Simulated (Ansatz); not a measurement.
# Cl2H2NSSi radical: up Jacob's ladder to CCSD(T)

Aim: compute Cl2H2NSSi radical with functionals from several rungs and with coupled cluster. The yardstick is the atomisation energy at the CCSD(T) limit.

The runs use Ansatz 0.2.0, Gaussian basis; functionals in def2-TZVPP, the program's frozen cores in correlated methods.

Levels to be run: LDA (SPW92), PBE-D4, revPBE-D4, BLYP-D4, r2SCAN-D4, B97M-V, PBE0-D4, B3LYP-D4, r2SCANh-D4, r2SCAN0-D4, HSE06-D4, BHLYP-D4, CAM-B3LYP-D4, LC-ωPBE, ωB97X-V, ωB97M-V, B2PLYP, PBE-QIDH; CCSD(T)/def2-SVP; CCSD(T)/def2-TZVPP; MP2/def2-QZVPP; extrapolation to the limit; RPA on PBE.

## (1) The relaxed structure

All runs share one geometry, relaxed beforehand with PBE0-D4 in a triple-zeta def2 set.

SMILES `N[Si]([S])(Cl)Cl`, 7 atoms, charge 0, spin multiplicity 2.

Atoms are counted from 1 here; the program's logs count them from 0.

Bond lengths: N1–Si2 1.699 Å, N1–H6 1.007 Å, N1–H7 1.007 Å, Si2–S3 2.088 Å, Si2–Cl4 2.039 Å, Si2–Cl5 2.039 Å. Angles: Si2–N1–H6 121.4°, Si2–N1–H7 121.4°, H6–N1–H7 113.4°, N1–Si2–S3 106.5°, N1–Si2–Cl4 108.9°, N1–Si2–Cl5 108.5°, S3–Si2–Cl4 112.0°, S3–Si2–Cl5 112.2°, Cl4–Si2–Cl5 108.5°.

## (2) LDA

This LDA is Slater exchange with PW92 correlation.

File in.yaml:

```yaml
crystal:
  periodic: [false, false, false]
  atoms:
    - {symbol: N, position_ang: [-0.130849, 1.024164, 0.322038]}
    - {symbol: Si, position_ang: [0.062546, -0.559099, -0.261732]}
    - {symbol: S, position_ang: [0.665672, -1.722834, 1.363801]}
    - {symbol: Cl, position_ang: [-1.709602, -1.196382, -1.042108]}
    - {symbol: Cl, position_ang: [1.454431, -0.535401, -1.750953]}
    - {symbol: H, position_ang: [0.660268, 1.630381, 0.466152]}
    - {symbol: H, position_ang: [-0.941165, 1.291171, 0.857103]}
basis:
  gaussian: {orbitals: def2-TZVPP}
magnetization: {spin_polarized: true, initial_magnetization: 1}
hamiltonian: {xc: lda}
output: {orbitals: {seedname: orbitals}}
```

Command:

```sh
$ ansatz run in.yaml --threads 4 --pin off --events-out ev --progress --plain --max-ram 10444MiB
```

After this run come: PBE-D4 (GGA); revPBE-D4 (GGA); BLYP-D4 (GGA); r2SCAN-D4 (meta-GGA); B97M-V (meta-GGA); PBE0-D4 (hybrid); B3LYP-D4 (hybrid); r2SCANh-D4 (hybrid); r2SCAN0-D4 (hybrid); HSE06-D4 (hybrid); BHLYP-D4 (hybrid); CAM-B3LYP-D4 (range-separated); LC-ωPBE (range-separated); ωB97X-V (range-separated); ωB97M-V (range-separated); B2PLYP (double hybrid); PBE-QIDH (double hybrid); CCSD(T) in def2-SVP; CCSD(T) in def2-TZVPP; MP2 in def2-QZVPP; RPA on PBE orbitals.

**Question.** What will the summary of the whole plan be? Wanted: atomisation energy, CCSD(T)/CBS; farthest beyond LDA; mean size of error, GGA; mean size of error, meta-GGA; mean size of error, hybrid; mean size of error, range-separated; mean size of error, double hybrid; gap, smallest and largest; T1 diagnostic.

**Answer**, as computed:

| quantity | value |
| --- | --- |
| atomisation energy, CCSD(T)/CBS | 2280.8 kJ/mol |
| functionals within 11.4 kJ/mol (0.5 %) | revPBE-D4, BLYP-D4, B3LYP-D4, r2SCANh-D4, CAM-B3LYP-D4 |
| farthest beyond LDA | BHLYP-D4 (-81.3 kJ/mol) |
| mean size of error, GGA | 25.1 kJ/mol |
| mean size of error, meta-GGA | 34.6 kJ/mol |
| mean size of error, hybrid | 25.0 kJ/mol |
| mean size of error, range-separated | 21.4 kJ/mol |
| mean size of error, double hybrid | 31.0 kJ/mol |
| gap, smallest and largest | 0.24 eV (LDA (SPW92)), 8.23 eV (LC-ωPBE) |
| T1 diagnostic | 0.0145 |
| triples share of the correlation energy | 4.2 % |

In words: The LDA atomisation energy is off by 374.8 kJ/mol (16 %): it overbinds. PBE-D4 misses by +66.9 kJ/mol. Double hybrids carry the basis error of their MP2 part in triple zeta, and no dispersion term here, so their miss is partly the set-up's. By mean error the best rung here is range-separated (21.4 kJ/mol) and the worst beyond LDA is meta-GGA (34.6 kJ/mol). double hybrid functionals lie within the reference's doubt of that worst mean (31.0 kJ/mol), so those two tie. The gap between the best rungs is small, so their order is not settled. Misses under about 11.4 kJ/mol are within the doubt on the reference itself, which lacks core-valence correlation, relativity and higher excitations. Hartree-Fock recovers 69 % of the binding; the rest is correlation. CCSD(T) in def2-SVP is off by -257.0 kJ/mol, so the small basis spoils what the method gains. Orbital gaps span 0.2 to 8.2 eV; exact exchange widens them.
